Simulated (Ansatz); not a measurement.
**GaH₃OS: basis-set convergence**

One table from this session's results is given with a row withheld; the runs are named, their logs left out.

Program: Ansatz 0.2.0, Gaussian basis. Level of theory: one geometry, several basis sets. These are calculated values, not measurements.

The runs, in order: PBE0-D4/def2-SVP; ωB97M-V/def2-SVP; PBE0-D4/def2-QZVPP; ωB97M-V/def2-QZVPP; the functionals' def2-TZVPP values are taken from earlier runs.

### The relaxed structure

All runs share one geometry, relaxed beforehand with PBE0-D4 in a triple-zeta def2 set.

SMILES `[OH][GaH][SH]`, 6 atoms, charge 0, spin multiplicity 1.

Atoms are counted from 1 here; the program's logs count them from 0.

Bond lengths: O1–Ga2 1.786 Å, O1–H4 0.959 Å, Ga2–S3 2.188 Å, Ga2–H5 1.554 Å, S3–H6 1.345 Å. Angles: Ga2–O1–H4 114.2°, O1–Ga2–S3 112.6°, O1–Ga2–H5 123.1°, S3–Ga2–H5 124.3°, Ga2–S3–H6 92.3°.

Set-up of the first run:

File in.yaml:

```yaml
crystal:
  periodic: [false, false, false]
  atoms:
    - {symbol: O, position_ang: [-1.257706, -0.599896, -0.167364]}
    - {symbol: Ga, position_ang: [0.267314, 0.283504, -0.455024]}
    - {symbol: S, position_ang: [1.536465, 0.374881, 1.325001]}
    - {symbol: H, position_ang: [-1.832027, -0.651943, -0.934033]}
    - {symbol: H, position_ang: [0.636810, 0.913053, -1.827398]}
    - {symbol: H, position_ang: [0.649144, -0.319599, 2.058827]}
basis:
  gaussian: {orbitals: def2-SVP}
hamiltonian: {xc: pbe0, dispersion: d4}
output: {orbitals: {seedname: orbitals}}
```

Steps of the session up to this table: PBE0-D4 in def2-SVP; ωB97M-V in def2-SVP; PBE0-D4 in def2-QZVPP; ωB97M-V in def2-QZVPP.

One of the session's tables, all rows but one given; the rest of the session is left out.

It belongs to the step «Functionals by basis». 

| functional | basis | HOMO (eV) |
| --- | --- | --- |
| PBE0-D4 | def2-SVP | -7.50 |
| PBE0-D4 | def2-TZVPP | -7.66 |
| PBE0-D4 | def2-QZVPP | -7.69 |
| ωB97M-V | def2-SVP | -9.64 |
| ωB97M-V | def2-TZVPP | ? |
| ωB97M-V | def2-QZVPP | -9.89 |

**Question.** Estimate the row for ωB97M-V, def2-TZVPP.

As computed: HOMO (eV): -9.85. In the column «HOMO (eV)» it lies between ωB97M-V, def2-QZVPP (-9.89) and ωB97M-V, def2-SVP (-9.64).
